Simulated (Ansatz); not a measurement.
# GeH₂S + H₂S: a complex and its separated parts, part 2 of 2

Ansatz 0.2.0, Gaussian basis.

## 13. CAM-B3LYP-D4/def2-TZVPP

The inputs:

parta/in.yaml

```yaml
crystal:
  periodic: [false, false, false]
  atoms:
    - {symbol: Ge, position_ang: [-1.194049, 0.168628, 0.232105]}
    - {symbol: S, position_ang: [-1.231300, 1.037450, -1.591908]}
    - {symbol: H, position_ang: [-0.915748, 0.917214, 1.548436]}
    - {symbol: H, position_ang: [-1.440222, -1.329350, 0.489054]}
basis:
  gaussian: {orbitals: def2-TZVPP}
hamiltonian: {xc: {name: CAM-B3LYP}, dispersion: d4}
```

partb/in.yaml

```yaml
crystal:
  periodic: [false, false, false]
  atoms:
    - {symbol: S, position_ang: [1.526575, -0.515576, 0.336409]}
    - {symbol: H, position_ang: [1.827020, 0.716044, -0.101619]}
    - {symbol: H, position_ang: [1.427722, -0.994411, -0.912577]}
basis:
  gaussian: {orbitals: def2-TZVPP}
hamiltonian: {xc: {name: CAM-B3LYP}, dispersion: d4}
```

Each run has its own folder and the same command.

The run is started by

```sh
> ansatz run in.yaml --threads 4 --pin off --events-out ev --progress --plain --max-ram 9574MiB
```

Output in parta, cut to the lines that bear on the results:

```text
Functional definition: CAM-B3LYP
  name "CAM-B3LYP"
  cite "Yanai, Tew & Handy, Chem. Phys. Lett. 393, 51 (2004) doi:10.1016/j.cplett.2004.06.011"
  cite "Iikura, Tsuneda, Yanai & Hirao, J. Chem. Phys. 115, 3540 (2001) doi:10.1063/1.1383587"
  cite "Becke, Phys. Rev. A 38, 3098 (1988) doi:10.1103/PhysRevA.38.3098"
  cite "Lee, Yang & Parr, Phys. Rev. B 37, 785 (1988) doi:10.1103/PhysRevB.37.785"
[...]
  # Exact exchange under (alpha + beta erf(omega r))/r, Becke's under what is left of 1/r.
[...]
803 factors; their error is unknown
168 factors; integrals over basis functions are off by at most 5.0e-5 eV
[...]
mean field -67389.77211499 eV, -2476.5284467977 hartree, gradient 1.5e-5 eV, S^2 0.000000; 0 other end points of the search recorded, 0 dependent functions left out
reference -67389.77221196 eV, -2476.5284503615 hartree; 25, 25 occupied and 93, 93 virtual orbitals, 803 factors
Total energy: -67389.83258425 eV, -2476.5306690020 hartree
```

Output in partb, cut to the lines that bear on the results:

```text
[... 6 set-up lines as earlier in the session ...]
[...]
  # Exact exchange under (alpha + beta erf(omega r))/r, Becke's under what is left of 1/r.
[...]
414 factors; their error is unknown
87 factors; integrals over basis functions are off by at most 9.9e-5 eV
[...]
mean field -10868.61809788 eV, -399.4143480833 hartree, gradient 1.9e-5 eV, S^2 0.000000; 0 other end points of the search recorded, 0 dependent functions left out
reference -10868.61817496 eV, -399.4143509159 hartree; 9, 9 occupied and 61, 61 virtual orbitals, 414 factors
Total energy: -10868.63013022 eV, -399.4147902636 hartree
```

Wall times: 0.9 s (parta), 0.3 s (partb) on 4 threads of Arm Neoverse V1, shared host.

## 14. wB97X-V/def2-TZVPP

Each input of step 13 (parta, partb) changes in the same lines:

```diff
-hamiltonian: {xc: {name: CAM-B3LYP}, dispersion: d4}
+hamiltonian: {xc: {name: wB97X-V}}
```

Each run has its own folder and the same command.

The run is started by

```sh
> ansatz run in.yaml --threads 4 --pin off --events-out ev --progress --plain --max-ram 9574MiB
```

parta printed, cut to the lines that bear on the results:

```text
Functional definition: wB97X-V
  name "wB97X-V"
  cite "Mardirossian & Head-Gordon, Phys. Chem. Chem. Phys. 16, 9904 (2014) doi:10.1039/C3CP54374A"
[... 2 set-up lines as earlier in the session ...]
[...]
      + integral(e_c_pw_opposite_spin*poly(b97_u_opposite, cos0, cos1)) + vv10(b, c)
798 factors; their error is unknown
149 factors; integrals over basis functions are off by at most 3.4e-5 eV
[...]
mean field -67379.34105300 eV, -2476.1451123401 hartree, gradient 3.0e-5 eV, S^2 0.000000; 0 other end points of the search recorded, 0 dependent functions left out
reference -67379.34105156 eV, -2476.1451122871 hartree; 25, 25 occupied and 93, 93 virtual orbitals, 798 factors
Total energy: -67379.34105156 eV, -2476.1451122871 hartree
```

Log of partb, cut to the lines that bear on the results:

```text
[... 5 set-up lines as earlier in the session ...]
[...]
      + integral(e_c_pw_opposite_spin*poly(b97_u_opposite, cos0, cos1)) + vv10(b, c)
409 factors; their error is unknown
87 factors; integrals over basis functions are off by at most 4.4e-5 eV
[...]
mean field -10866.66390020 eV, -399.3425326429 hartree, gradient 7.7e-5 eV, S^2 0.000000; 0 other end points of the search recorded, 0 dependent functions left out
reference -10866.66389903 eV, -399.3425326001 hartree; 9, 9 occupied and 61, 61 virtual orbitals, 409 factors
Total energy: -10866.66389903 eV, -399.3425326001 hartree
```

Wall times: 1.8 s (parta), 0.55 s (partb) on 4 threads of Arm Neoverse V1, shared host.

## 15. wB97M-V/def2-TZVPP

Each input of step 14 (parta, partb) changes in the same lines:

```diff
-hamiltonian: {xc: {name: wB97X-V}}
+hamiltonian: {xc: {name: wB97M-V}}
```

Each run has its own folder and the same command.

The run is started by

```sh
> ansatz run in.yaml --threads 4 --pin off --events-out ev --progress --plain --max-ram 9574MiB
```

parta printed, cut to the lines that bear on the results:

```text
Functional definition: wB97M-V
  name "wB97M-V"
  cite "Mardirossian & Head-Gordon, J. Chem. Phys. 144, 214110 (2016) doi:10.1063/1.4952647"
[... 2 set-up lines as earlier in the session ...]
  # Of w^i u^j: cxij and so on, Table III.
[...]
  gx(w, u) = 1 - cx + cx01*u + cx10*w
[...]
      + integral(e_c_pw_mod_opposite_spin*gos(b97_w_opposite, b97_u_opposite)) + vv10(b, c)
795 factors; their error is unknown
149 factors; integrals over basis functions are off by at most 3.4e-5 eV
[...]
mean field -67382.37609745 eV, -2476.2566481664 hartree, gradient 2.5e-5 eV, S^2 0.000000; 0 other end points of the search recorded, 0 dependent functions left out
reference -67382.37613234 eV, -2476.2566494485 hartree; 25, 25 occupied and 93, 93 virtual orbitals, 795 factors
Total energy: -67382.37613234 eV, -2476.2566494485 hartree
```

Output in partb, cut to the lines that bear on the results:

```text
[... 5 set-up lines as earlier in the session ...]
  # Of w^i u^j: cxij and so on, Table III.
[...]
  gx(w, u) = 1 - cx + cx01*u + cx10*w
[...]
      + integral(e_c_pw_mod_opposite_spin*gos(b97_w_opposite, b97_u_opposite)) + vv10(b, c)
409 factors; their error is unknown
87 factors; integrals over basis functions are off by at most 4.4e-5 eV
[...]
mean field -10867.51058403 eV, -399.3736476998 hartree, gradient 7.8e-6 eV, S^2 0.000000; 0 other end points of the search recorded, 0 dependent functions left out
reference -10867.51061220 eV, -399.3736487350 hartree; 9, 9 occupied and 61, 61 virtual orbitals, 409 factors
Total energy: -10867.51061220 eV, -399.3736487350 hartree
```

They took 2.5 s (parta), 0.65 s (partb) on 4 threads of Arm Neoverse V1, shared host.

## 16. B2PLYP/def2-TZVPP

The same edit goes into each in.yaml of step 15 (parta, partb):

```diff
-hamiltonian: {xc: {name: wB97M-V}}
+hamiltonian: {xc: {name: B2PLYP}}
```

The same command starts each run, in its folder.

The run is started by

```sh
> ansatz run in.yaml --threads 4 --pin off --events-out ev --progress --plain --max-ram 9574MiB
```

Log of parta, cut to the lines that bear on the results:

```text
Functional definition: B2PLYP
  name "B2PLYP"
  cite "Grimme, J. Chem. Phys. 124, 034108 (2006) doi:10.1063/1.2148954"
[... 2 set-up lines as earlier in the session ...]
[...]
711 factors; integrals over basis functions are off by at most 1.0e-3 eV
[...]
mean field -67368.99609534 eV, -2475.7649421581 hartree, gradient 5.0e-6 eV, S^2 0.000000; 0 other end points of the search recorded, 0 dependent functions left out
14 core orbitals not correlated: weight in the atoms' cores, before any rotation towards them, 1.000 or more for the frozen orbitals, at most 0.000 for the correlated occupied ones
reference -67368.99622203 eV, -2475.7649468139 hartree; 11, 11 occupied and 93, 93 virtual orbitals, 711 factors
second order -14.19736000 eV of doubles, -0.00000000 eV of singles
Total energy: -67372.82950923 eV, -2475.9058175201 hartree
```

Output in partb, cut to the lines that bear on the results:

```text
[... 5 set-up lines as earlier in the session ...]
[...]
386 factors; integrals over basis functions are off by at most 7.9e-4 eV
[...]
mean field -10863.10109832 eV, -399.2116020888 hartree, gradient 3.7e-6 eV, S^2 0.000000; 0 other end points of the search recorded, 0 dependent functions left out
5 core orbitals not correlated: weight in the atoms' cores, before any rotation towards them, 1.000 or more for the frozen orbitals, at most 0.000 for the correlated occupied ones
reference -10863.10119821 eV, -399.2116057598 hartree; 4, 4 occupied and 61, 61 virtual orbitals, 386 factors
second order -6.35678952 eV of doubles, -0.00000000 eV of singles
Total energy: -10864.81753138 eV, -399.2746798404 hartree
```

Times: 1.3 s (parta), 0.3 s (partb) on 4 threads of Arm Neoverse V1, shared host.

## 17. PBE-QIDH/def2-TZVPP

Each input of step 16 (parta, partb) changes in the same lines:

```diff
-hamiltonian: {xc: {name: B2PLYP}}
+hamiltonian: {xc: {name: PBE-QIDH}}
```

The same command starts each run, in its folder.

The run is started by

```sh
> ansatz run in.yaml --threads 4 --pin off --events-out ev --progress --plain --max-ram 9574MiB
```

parta printed, cut to the lines that bear on the results:

```text
Functional definition: PBE-QIDH
  name "PBE-QIDH"
  cite "Brémond, Sancho-García, Pérez-Jiménez & Adamo, J. Chem. Phys. 141, 031101 (2014) doi:10.1063/1.4890314"
[... 1 set-up line as earlier in the session ...]
[...]
711 factors; integrals over basis functions are off by at most 1.0e-3 eV
[...]
mean field -67359.69316627 eV, -2475.4230658205 hartree, gradient 5.0e-6 eV, S^2 0.000000; 0 other end points of the search recorded, 0 dependent functions left out
14 core orbitals not correlated: weight in the atoms' cores, before any rotation towards them, 1.000 or more for the frozen orbitals, at most 0.000 for the correlated occupied ones
reference -67359.69317521 eV, -2475.4230661489 hartree; 11, 11 occupied and 93, 93 virtual orbitals, 711 factors
second order -13.03951618 eV of doubles, -0.00000000 eV of singles
Total energy: -67364.03968060 eV, -2475.5827972759 hartree
```

Log of partb, cut to the lines that bear on the results:

```text
[... 4 set-up lines as earlier in the session ...]
[...]
386 factors; integrals over basis functions are off by at most 7.9e-4 eV
[...]
mean field -10860.20507957 eV, -399.1051753626 hartree, gradient 1.1e-6 eV, S^2 0.000000; 0 other end points of the search recorded, 0 dependent functions left out
5 core orbitals not correlated: weight in the atoms' cores, before any rotation towards them, 1.000 or more for the frozen orbitals, at most 0.000 for the correlated occupied ones
reference -10860.20508635 eV, -399.1051756119 hartree; 4, 4 occupied and 61, 61 virtual orbitals, 386 factors
second order -5.89910920 eV of doubles, -0.00000000 eV of singles
Total energy: -10862.17145608 eV, -399.1774383667 hartree
```

They took 1.2 s (parta), 0.3 s (partb) on 4 threads of Arm Neoverse V1, shared host.

## 18. RPA on PBE/def2-TZVPP

Each input of step 17 (parta, partb) changes in the same lines:

```diff
-hamiltonian: {xc: {name: PBE-QIDH}}
+hamiltonian: {xc: pbe}
+correlation: {method: rpa}
```

The same command starts each run, in its folder.

The run is started by

```sh
> ansatz run in.yaml --threads 4 --pin off --events-out ev --progress --plain --max-ram 9574MiB
```

parta printed, cut to the lines that bear on the results:

```text
[... 4 set-up lines as earlier in the session ...]
[...]
711 factors; integrals over basis functions are off by at most 1.0e-3 eV
[...]
mean field -67373.07247678 eV, -2475.9147464128 hartree, gradient 2.1e-6 eV, S^2 0.000000; 1 other end points of the search recorded, 0 dependent functions left out
14 core orbitals not correlated: weight in the atoms' cores, before any rotation towards them, 1.000 or more for the frozen orbitals, at most 0.000 for the correlated occupied ones
reference -67321.66082682 eV, -2474.0254031248 hartree; 11, 11 occupied and 93, 93 virtual orbitals, 711 factors
Total energy: -67340.41565689 eV, -2474.7146304177 hartree
```

partb printed, cut to the lines that bear on the results:

```text
[... 4 set-up lines as earlier in the session ...]
[...]
386 factors; integrals over basis functions are off by at most 7.9e-4 eV
[...]
mean field -10863.54264655 eV, -399.2278286872 hartree, gradient 1.8e-6 eV, S^2 0.000000; 0 other end points of the search recorded, 0 dependent functions left out
5 core orbitals not correlated: weight in the atoms' cores, before any rotation towards them, 1.000 or more for the frozen orbitals, at most 0.000 for the correlated occupied ones
reference -10849.04803591 eV, -398.6951615709 hartree; 4, 4 occupied and 61, 61 virtual orbitals, 386 factors
Total energy: -10858.41209213 eV, -399.0392842898 hartree
```

Times: 1.3 s (parta), 0.3 s (partb) on 4 threads of Arm Neoverse V1, shared host.

## 19. CCSD(T)/def2-TZVPP

The same edit goes into each in.yaml of step 18 (parta, partb):

```diff
-hamiltonian: {xc: pbe}
-correlation: {method: rpa}
+correlation: {method: ccsd_t}
```

Each run has its own folder and the same command.

The run is started by

```sh
> ansatz run in.yaml --threads 4 --pin off --events-out ev --progress --plain --max-ram 9574MiB
```

Log of parta, cut to the lines that bear on the results:

```text
Functional definition: HF
  name "HF"
  cite "Fock, Z. Phys. 61, 126 (1930) doi:10.1007/BF01340294"
[... 1 set-up line as earlier in the session ...]
[...]
711 factors; integrals over basis functions are off by at most 1.0e-3 eV
[...]
mean field -67322.81499972 eV, -2474.0678181967 hartree, gradient 8.0e-6 eV, S^2 0.000000; 0 other end points of the search recorded, 0 dependent functions left out
14 core orbitals not correlated: weight in the atoms' cores, before any rotation towards them, 1.000 or more for the frozen orbitals, at most 0.000 for the correlated occupied ones
reference -67322.81499972 eV, -2474.0678181967 hartree; 11, 11 occupied and 93, 93 virtual orbitals, 711 factors
second order -11.41736227 eV of doubles, -0.00000000 eV of singles
cycle   1  -11.50567834 eV  change   -8.8e-2 eV  update   9.8e-2
[...]
cycle   9  -11.97902702 eV  change    5.5e-6 eV  update   2.4e-5
perturbative correction -0.56610667 eV, -0.0208040364 hartree
Total energy: -67335.36013341 eV, -2474.5288433565 hartree
```

Output in partb, cut to the lines that bear on the results:

```text
[... 4 set-up lines as earlier in the session ...]
[...]
386 factors; integrals over basis functions are off by at most 7.9e-4 eV
[...]
mean field -10849.38783773 eV, -398.7076490572 hartree, gradient 1.3e-6 eV, S^2 0.000000; 0 other end points of the search recorded, 0 dependent functions left out
5 core orbitals not correlated: weight in the atoms' cores, before any rotation towards them, 1.000 or more for the frozen orbitals, at most 0.000 for the correlated occupied ones
reference -10849.38783773 eV, -398.7076490572 hartree; 4, 4 occupied and 61, 61 virtual orbitals, 386 factors
second order -5.20091850 eV of doubles, -0.00000000 eV of singles
cycle   1  -5.68438158 eV  change   -4.8e-1 eV  update   4.9e-2
[...]
cycle   8  -5.86288056 eV  change    3.1e-6 eV  update   5.9e-6
perturbative correction -0.21792214 eV, -0.0080084911 hartree
Total energy: -10855.46864043 eV, -398.9311144349 hartree
```

Times: 2 s (parta), 0.3 s (partb) on 4 threads of Arm Neoverse V1, shared host.

## 20. Vibrations of GeH₂S

The input, vib-parta/in.yaml:

```yaml
crystal:
  periodic: [false, false, false]
  atoms:
    - {symbol: Ge, position_ang: [-1.194049, 0.168628, 0.232105]}
    - {symbol: S, position_ang: [-1.231300, 1.037450, -1.591908]}
    - {symbol: H, position_ang: [-0.915748, 0.917214, 1.548436]}
    - {symbol: H, position_ang: [-1.440222, -1.329350, 0.489054]}
basis:
  gaussian: {orbitals: def2-TZVP}
hamiltonian: {xc: pbe0, dispersion: d4}
phonons: {temperatures: {t_min: 298.15, t_max: 900, t_step: 200}}
```

The run is started by

```sh
> ansatz run in.yaml --threads 4 --pin off --events-out ev --progress --plain --max-ram 9574MiB
```

The program printed, cut to the lines that bear on the results:

```text
[... 5 set-up lines as earlier in the session ...]
[...]
760 factors; their error is unknown
[...]
mean field -67375.33989016 eV, -2475.9980723179 hartree, gradient 3.1e-5 eV, S^2 0.000000; 0 other end points of the search recorded, 0 dependent functions left out
[...]
Atom 1 at    -1.231300     1.037450    -1.591908 Å, force    -0.000009     0.000209    -0.000438 eV/Å
Atom 2 at    -0.915748     0.917214     1.548436 Å, force    -0.000029    -0.000172     0.000019 eV/Å
Atom 3 at    -1.440222    -1.329350     0.489054 Å, force     0.000033     0.000094     0.000144 eV/Å
Dipole moment:     0.011528    -0.268890     0.564510 e Å
Vibrations: 543.82 563.89 582.37 890.41 2133.54 2134.44 cm⁻¹, zero-point energy 0.424551 eV
```

Wall time 4.3 s (4 threads of Arm Neoverse V1, shared host).

Wavenumbers and character of the modes:

| mode | wavenumber (cm⁻¹) | character |
| --- | --- | --- |
| 1 | 544 | bend |
| 2 | 564 | out-of-plane bend |
| 3 | 582 | Ge–S stretch |
| 4 | 890 | bend |
| 5 | 2134 | Ge–H stretch |
| 6 | 2134 | Ge–H stretch |

Vibrational sums (real modes only):

| T (K) | entropy (J/mol/K) | heat capacity (J/mol/K) |
| --- | --- | --- |
| 298 | 7.1 | 16.1 |
| 498 | 18.1 | 26.4 |
| 698 | 28.0 | 32.7 |
| 898 | 36.9 | 37.2 |

## 21. Vibrations of H₂S

The input, vib-partb/in.yaml:

```yaml
crystal:
  periodic: [false, false, false]
  atoms:
    - {symbol: S, position_ang: [1.526575, -0.515576, 0.336409]}
    - {symbol: H, position_ang: [1.827020, 0.716044, -0.101619]}
    - {symbol: H, position_ang: [1.427722, -0.994411, -0.912577]}
basis:
  gaussian: {orbitals: def2-TZVP}
hamiltonian: {xc: pbe0, dispersion: d4}
phonons: {temperatures: {t_min: 298.15, t_max: 900, t_step: 200}}
```

The run is started by

```sh
> ansatz run in.yaml --threads 4 --pin off --events-out ev --progress --plain --max-ram 9574MiB
```

The program printed, cut to the lines that bear on the results:

```text
[... 5 set-up lines as earlier in the session ...]
[...]
359 factors; their error is unknown
[...]
mean field -10864.45046289 eV, -399.2611903222 hartree, gradient 4.8e-5 eV, S^2 0.000000; 0 other end points of the search recorded, 0 dependent functions left out
[...]
Total energy: -10864.46265891 eV, -399.2616385177 hartree
Atom 0 at     1.526575    -0.515576     0.336409 Å, force    -0.000231    -0.000862     0.001932 eV/Å
Atom 1 at     1.827020     0.716044    -0.101619 Å, force     0.000555     0.002312    -0.000075 eV/Å
Atom 2 at     1.427722    -0.994411    -0.912577 Å, force    -0.000324    -0.001450    -0.001858 eV/Å
Dipole moment:     0.026255     0.098041    -0.219714 e Å
Vibrations: 1208.99 2724.95 2740.23 cm⁻¹, zero-point energy 0.413746 eV
```

Run time: 0.85 s. Hardware: 4 threads of Arm Neoverse V1, shared host.

Wavenumbers and character of the modes:

| mode | wavenumber (cm⁻¹) | character |
| --- | --- | --- |
| 1 | 1209 | bend |
| 2 | 2725 | S–H stretch |
| 3 | 2740 | S–H stretch |

Vibrational sums (real modes only):

| T (K) | entropy (J/mol/K) | heat capacity (J/mol/K) |
| --- | --- | --- |
| 298 | 0.2 | 0.8 |
| 498 | 1.2 | 3.7 |
| 698 | 3.0 | 7.0 |
| 898 | 5.1 | 10.2 |

## 22. Complex less separated parts

The complex's own energies come from single points at the same levels.

Rows are in def2-TZVPP; times add the 3 runs of a level on a shared host, so small differences are noise.

Differences are taken before rounding.

| method | rung | complex less parts (eV) | from CCSD(T) (eV) | time |
| --- | --- | --- | --- | --- |
| SPW92 | LDA | -0.631 | -0.341 | 1.4 s |
| PBE-D4 | GGA | -0.457 | -0.166 | 2.1 s |
| BLYP-D4 | GGA | -0.341 | -0.051 | 2 s |
| r2SCAN-D4 | meta-GGA | -0.447 | -0.157 | 5.2 s |
| B97M-V | meta-GGA | -0.356 | -0.066 | 9.4 s |
| PBE0-D4 | hybrid | -0.462 | -0.171 | 2.9 s |
| B3LYP-D4 | hybrid | -0.359 | -0.069 | 2.9 s |
| r2SCAN0-D4 | hybrid | -0.452 | -0.162 | 5.6 s |
| BHLYP-D4 | hybrid | -0.384 | -0.093 | 2.9 s |
| CAM-B3LYP-D4 | range-separated hybrid | -0.350 | -0.060 | 3.3 s |
| wB97X-V | range-separated hybrid | -0.394 | -0.104 | 7 s |
| wB97M-V | range-separated hybrid | -0.383 | -0.093 | 9.7 s |
| B2PLYP | double hybrid | -0.268 | +0.022 | 4.9 s |
| PBE-QIDH | double hybrid | -0.411 | -0.120 | 5.1 s |
| RPA on PBE | RPA | -0.217 | +0.074 | 5.1 s |
| Hartree-Fock | wavefunction | -0.138 | +0.152 |  |
| MP2 | wavefunction | -0.369 | -0.079 |  |
| CCSD | wavefunction | -0.266 | +0.025 |  |
| CCSD(T) | wavefunction | -0.290 | 0 | 41 s |

Among the levels timed on like hardware and quicker than the yardstick, those that no quicker one beats, quickest first: SPW92 (1.4 s, -0.341 eV); BLYP-D4 (2 s, -0.051 eV); B2PLYP (4.9 s, +0.022 eV).

B2PLYP reaches 0.022 eV from the reference in 4.9 s, where CCSD(T) took 41 s; the quickest level in the cost chart, SPW92, takes 1.4 s and misses by 0.341 eV.

The complex's zero-point energy, from a separate PBE0-D4 run, is 0.942 eV.

## 23. Results

This closing draws on all 2 parts.

```
                              quantity      value
complex less parts, CCSD(T)/def2-TZVPP  -0.290 eV
                with zero-point energy  -0.187 eV
                 largest T1 diagnostic      0.017
```

At CCSD(T) the complex lies 0.290 eV below its parts. B2PLYP is the best functional here (+0.022 eV from CCSD(T)); SPW92 is the worst (-0.341 eV). By rung, the mean size of the error is: LDA 0.341, GGA 0.109, meta-GGA 0.112, hybrid 0.124, range-separated hybrid 0.086, double hybrid 0.071 eV. PBE-D4 gives a relative energy 0.166 eV too low, outside chemical accuracy (1 kcal/mol, 0.043 eV). No counterpoise was applied, and triple zeta lacks some correlation, so the CCSD(T) reference has a basis error of its own, and close matches with it are partly luck.
